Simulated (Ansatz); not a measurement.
# C2H7BFGa: basis-set convergence

The task here is to estimate one member of a computed series from the others.

Method: one geometry, several basis sets; program: Ansatz 0.2.0, Gaussian basis.

The runs, in order: PBE0-D4/def2-SVP; ωB97M-V/def2-SVP; PBE0-D4/def2-QZVPP; ωB97M-V/def2-QZVPP; the functionals' def2-TZVPP values are taken from earlier runs.

## Structure used throughout

All runs share one geometry, relaxed beforehand with PBE0-D4 in a triple-zeta def2 set.

SMILES `FBC[CH2][GaH2]`, 12 atoms, charge 0, spin multiplicity 1.

Atoms are counted from 1 here; the program's logs count them from 0.

Bond lengths: F1–B2 1.318 Å, B2–C3 1.549 Å, B2–H6 1.224 Å, C3–C4 1.536 Å, C3–H7 1.104 Å, C3–H8 1.095 Å, C4–Ga5 1.989 Å, C4–H9 1.094 Å, C4–H10 1.093 Å, Ga5–H11 1.572 Å, Ga5–H12 1.576 Å. Angles: F1–B2–C3 124.8°, F1–B2–H6 115.1°, C3–B2–H6 120.0°, B2–C3–C4 110.6°, B2–C3–H7 103.8°, B2–C3–H8 113.3°, C4–C3–H7 109.0°, C4–C3–H8 114.0°, H7–C3–H8 105.5°, C3–C4–Ga5 108.3°, C3–C4–H9 111.2°, C3–C4–H10 110.5°, Ga5–C4–H9 110.5°, Ga5–C4–H10 109.5°, H9–C4–H10 106.9°, C4–Ga5–H11 122.6°, C4–Ga5–H12 117.7°, H11–Ga5–H12 119.7°.

The first run:

File in.yaml:

```yaml
crystal:
  periodic: [false, false, false]
  atoms:
    - {symbol: F, position_ang: [-1.242125, 1.044708, 2.325837]}
    - {symbol: B, position_ang: [-0.834607, 0.507532, 1.193586]}
    - {symbol: C, position_ang: [0.510308, -0.236629, 1.001490]}
    - {symbol: C, position_ang: [1.041096, -0.033872, -0.425973]}
    - {symbol: Ga, position_ang: [-0.487559, -0.187012, -1.689131]}
    - {symbol: H, position_ang: [-1.614803, 0.615522, 0.256357]}
    - {symbol: H, position_ang: [0.244819, -1.299086, 1.138695]}
    - {symbol: H, position_ang: [1.243406, -0.013971, 1.784405]}
    - {symbol: H, position_ang: [1.813304, -0.769350, -0.668834]}
    - {symbol: H, position_ang: [1.499908, 0.952678, -0.526305]}
    - {symbol: H, position_ang: [-0.852634, 0.944431, -2.717998]}
    - {symbol: H, position_ang: [-1.321113, -1.524931, -1.672130]}
basis:
  gaussian: {orbitals: def2-SVP}
hamiltonian: {xc: pbe0, dispersion: d4}
output: {orbitals: {seedname: orbitals}}
```

Launch:

```console
> ansatz run in.yaml --threads 4 --pin off --events-out ev --progress --plain --max-ram 10444MiB
```

Steps of the session up to this table: PBE0-D4 in def2-SVP; ωB97M-V in def2-SVP; PBE0-D4 in def2-QZVPP; ωB97M-V in def2-QZVPP.

One table of the session follows, with a row left open; its other results are not shown here.

It belongs to the step «Density functionals: the series». 

| functional | basis | HOMO (eV) |
| --- | --- | --- |
| PBE0-D4 | def2-SVP | -7.56 |
| PBE0-D4 | def2-TZVPP | -7.58 |
| PBE0-D4 | def2-QZVPP | -7.58 |
| ωB97M-V | def2-SVP | -9.73 |
| ωB97M-V | def2-TZVPP | ? |
| ωB97M-V | def2-QZVPP | -9.78 |

Estimate the missing values for ωB97M-V, def2-TZVPP.

As computed: HOMO (eV): -9.77. In the column «HOMO (eV)» it lies between ωB97M-V, def2-QZVPP (-9.78) and ωB97M-V, def2-SVP (-9.73).
